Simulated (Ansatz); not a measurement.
# AlGaCl (quartet): wave-function methods side by side, cc-pVDZ

An exercise on one series of results from a longer session: the logs are not shown, and one member is left open.

The runs use Ansatz 0.2.0, Gaussian basis; cc-pVDZ, core rule «outside noble gas», up to 24 orbitals frozen.

To be run: UHF; CCSD(T) on ROHF; CCSD(T) on UHF; BCCD(T) on ROHF; CISD; CCSDT(Q) on ROHF; CCSDT(Q) on UHF.

35 further runs of the same task are left out: 11 for a known fault of the program, 12 that didn't finish, 12 set aside as unsound or not needed.

### The system

The geometry is a PBE0/def2-TZVP stationary point (not a proven minimum). No spin-orbit coupling is included. The filled d shell of Ga may be among the frozen orbitals whatever the setting's name suggests; the logs give the count.

3 atoms, charge 0, spin multiplicity 4.

Atoms are counted from 1 here; the program's logs count them from 0.

Bond lengths: Cl1–Al2 2.091 Å, Al2–Ga3 2.316 Å. Angles: Cl1–Al2–Ga3 180.0°.

Geometry (Å):

```xyz
3
AlClGa
Cl    0.0000    0.0000   -2.1660
Al    0.0000    0.0000   -0.0752
Ga    0.0000    0.0000    2.2412
```

Set-up of the first run:

in.yaml

```yaml
crystal:
  periodic: [false, false, false]
  atoms:
    - {symbol: Cl, position_ang: [0.000000, 0.000000, -2.166000]}
    - {symbol: Al, position_ang: [0.000000, 0.000000, -0.075200]}
    - {symbol: Ga, position_ang: [0.000000, 0.000000, 2.241200]}
basis:
  gaussian: {orbitals: cc-pVDZ}
magnetization: {spin_polarized: true, initial_magnetization: 3}
hamiltonian: {xc: hf}
output: {orbitals: {seedname: orbitals}}
```

Command:

```
$ ansatz run in.yaml --threads 1 --pin off --events-out ev --progress --plain --max-ram 2393MiB
```

Among the steps run: UHF; CCSD(T) on ROHF; CCSD(T) on UHF; BCCD(T) on ROHF; CISD; CCSDT(Q) on ROHF; CCSDT(Q) on UHF.

One of the session's tables, all rows but one given; the rest of the session is left out.

```
   method  from UCCSDT(Q) (meV)
     ROHF               +6787.6
      UHF               +6676.3
     RMP2               +1009.7
     UMP2               +1019.6
     CISD                +856.4
    RCCSD                +275.6
    UCCSD                +258.3
 RCCSD(T)                 +67.2
 UCCSD(T)                 +54.3
  BCCD(T)                 +67.7
   RCCSDT                 +32.1
   UCCSDT                     ?
RCCSDT(Q)                 +14.6
UCCSDT(Q)                     0
```

**Question.** Estimate the row for UCCSDT.

The run gave: from UCCSDT(Q) (meV): +18.1. In the column «from UCCSDT(Q) (meV)» it lies between RCCSDT(Q) (+14.6) and RCCSDT (+32.1).

With the free atoms at the same levels and basis (separate runs), the atomisation energy is 3.829 eV at UCCSDT(Q), 3.792 eV at RCCSD(T), 3.800 eV at UCCSD(T), 3.319 eV at ROHF.

To keep in mind: Restricted and unrestricted rows rest on different reference determinants; where their highest levels disagree by more than a few hundredths of an eV, they describe different states and don't form one ladder.
